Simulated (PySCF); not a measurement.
# C7H9FN2: the cost of one run

Programs: PySCF 2.14.0, with routines of our own; each step states its level. All values are computed. Atoms count from 0.

## 1. The system as given

19 atoms, charge 0, multiplicity 1; geometry from: GFN2-xTB.

## 2. Open-shell or spin-flip excitations: collinear spin-flip TDA M06-2X/def2-SVP

What the job is given:

```
{"job": {"kind": "uabs", "xc": "M06-2X", "basis": "def2-SVP", "nstates": 8, "spin_flip": true, "ref_mult": 3}, "charge": 0, "multiplicity": 1}
C     -1.496213     0.652269     1.495205
C     -1.096961     0.455121     0.240747
C     -1.513683     1.312246    -0.807038
N     -1.851280     1.994968    -1.663001
C     -0.187082    -0.670945    -0.208592
C     -0.945557    -1.651131    -1.100329
F      0.253366    -1.372435     0.909327
C      1.011681    -0.073995    -0.953881
N      2.023959     0.507245    -0.510615
C      2.303460     0.751476     0.866805
H     -1.182210    -0.004408     2.289001
H     -2.143023     1.472706     1.754834
H     -1.348660    -1.131162    -1.965673
H     -0.272847    -2.440012    -1.430469
H     -1.763706    -2.100140    -0.539939
H      0.944540    -0.169069    -2.032487
H      2.632722     1.788203     0.945249
H      3.145295     0.116535     1.145764
H      1.476396     0.571778     1.557629
```

With the program's defaults for keys left out, this is: collinear spin-flip TDA M06-2X/def2-SVP, vertical, gas phase, core orbitals frozen in the response.

Run with:

```sh
$ OMP_NUM_THREADS=1 python excited_run.py task.json out
```

This one command runs all jobs of the session in turn.

Q: Estimate the wall time and peak memory of this first job on 1 thread of Arm Neoverse V1, shared host.

About 95 s, with a peak of 0.69 GiB.
